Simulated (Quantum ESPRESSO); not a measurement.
TiN:

```
Ti N
1.0
     0.00000    2.12000    2.12000
     2.12000    0.00000    2.12000
     2.12000    2.12000    0.00000
Ti N
1 1
Direct
  0.00000 0.00000 0.00000
  0.50000 0.50000 0.50000
```

The cell was built by a generator and isn't the measured one.

* Program: Quantum ESPRESSO 7.5
* Task: phonon dispersion
* Functional: PBE
* Potentials or basis: GBRV 1.5 PBE
* Cutoff: 612 eV
* Density cutoff: 4898 eV
* k mesh: 12 × 12 × 12
* Occupations: cold, width 0.2 eV
* Spin: no spin polarisation
* Mixing beta: 0.5
* Most SCF iterations: 120
* SCF threshold: 4e-10 Ry
* q mesh: 4 × 4 × 4

The cell and the atoms were relaxed first, to 9.58 Å³/atom (a = 3.003 Å, b = 3.003 Å, c = 3.003 Å, α = 60.00°, β = 60.00°, γ = 60.00°), and the response was taken there.

Q: What are the zero-point energy, and the vibrational entropy and heat capacity at 298.15 K?

A: Zero-point energy 71.0 meV/atom; entropy 1.89 k_B/atom (15.7 J/(K·mol of atoms)); Cv 2.24 k_B/atom, 75 % of the classical limit. These are harmonic values without the electrons' part.

Phonon frequencies at the corners of the path (cm⁻¹, interpolated; i marks imaginary ones):
```
point              frequencies
    Γ        0 0 0 507 507 507
    X  256 256 296 518 518 545
    W  154 278 278 518 518 519
    K  216 271 278 518 530 544
    L  179 179 236 523 523 579
    U  216 271 278 518 530 544
```

Harmonic thermodynamics per atom at this volume (zero-point energy 71.0 meV, Debye temperature from the second moment 765 K):
| T (K) | free energy (meV) | entropy (k_B) | heat capacity Cv (k_B) |
| --- | --- | --- | --- |
| 50 | 70.9 | 0.03 | 0.13 |
| 100 | 70.3 | 0.29 | 0.70 |
| 200 | 64.4 | 1.10 | 1.69 |
| 298.15 | 51.7 | 1.89 | 2.24 |
| 500 | 6.9 | 3.18 | 2.68 |
| 800 | -93.3 | 4.49 | 2.87 |

Phonon states per cell in windows of 50 cm⁻¹ (negative: imaginary):
| from (cm⁻¹) | total | Ti | N |
| --- | --- | --- | --- |
| 0 | 0.00 | 0.00 | 0.00 |
| 50 | 0.02 | 0.02 | 0.00 |
| 100 | 0.09 | 0.07 | 0.01 |
| 150 | 0.81 | 0.77 | 0.03 |
| 200 | 0.77 | 0.73 | 0.04 |
| 250 | 1.31 | 1.26 | 0.05 |
| 300 | 0.00 | 0.00 | 0.00 |
| 350 | 0.00 | 0.00 | 0.00 |
| 400 | 0.00 | 0.00 | 0.00 |
| 450 | 0.00 | 0.00 | 0.00 |
| 500 | 2.30 | 0.14 | 2.17 |
| 550 | 0.70 | 0.01 | 0.69 |
